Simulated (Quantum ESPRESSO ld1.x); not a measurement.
# Co⁺ in [Ar] 3d7.5 4f0.5: an all-electron calculation

Wanted: eigenvalues, radial structure and energy terms of the cobalt ion Co+.

Program: Quantum ESPRESSO ld1.x 7.5. Level of theory: scalar-relativistic Kohn-Sham, PBEsol, spin-unpolarised, spherical densities, point nucleus. These are calculated values, not measurements, unless marked.

## Step 1: What is computed

* element: cobalt (Z = 27)
* charge: +1
* electrons: 26
* configuration: [Ar] 3d7.5 4f0.5

## Step 2: The calculation

Contents of ld1.in:

```fortran
 &input
    zed=27.0,
    iswitch=1,
    rel=1,
    dft='PBESOL',
    config='[Ar] 3d7.5 4f0.5',
    verbosity='high',
    prefix='ld1',
    max_out_wfc=37,
    file_charge='ld1.rho',
 /
```

**Question.** What will this run give?

As calculated:

| quantity | value |
| --- | --- |
| total energy | -1391.422 hartree |
| exchange-correlation share of it | 4.16 % |
| −T/E | 1.0128 |
| highest occupied level | 4f, -2.002 eV |
| most extended occupied level | 4f, <r> = 10.8 bohr |
| radius at density 0.001 e/bohr³ | 3.21 bohr |
| maxima of the radial density | 4 |

4 principal shells are occupied and 4 maxima appear in the radial density. Relativity lifts −T/E to 1.013. This is not the tabulated ground configuration, so its levels and sizes aren't those of the ground state, and no measured value stands beside it.
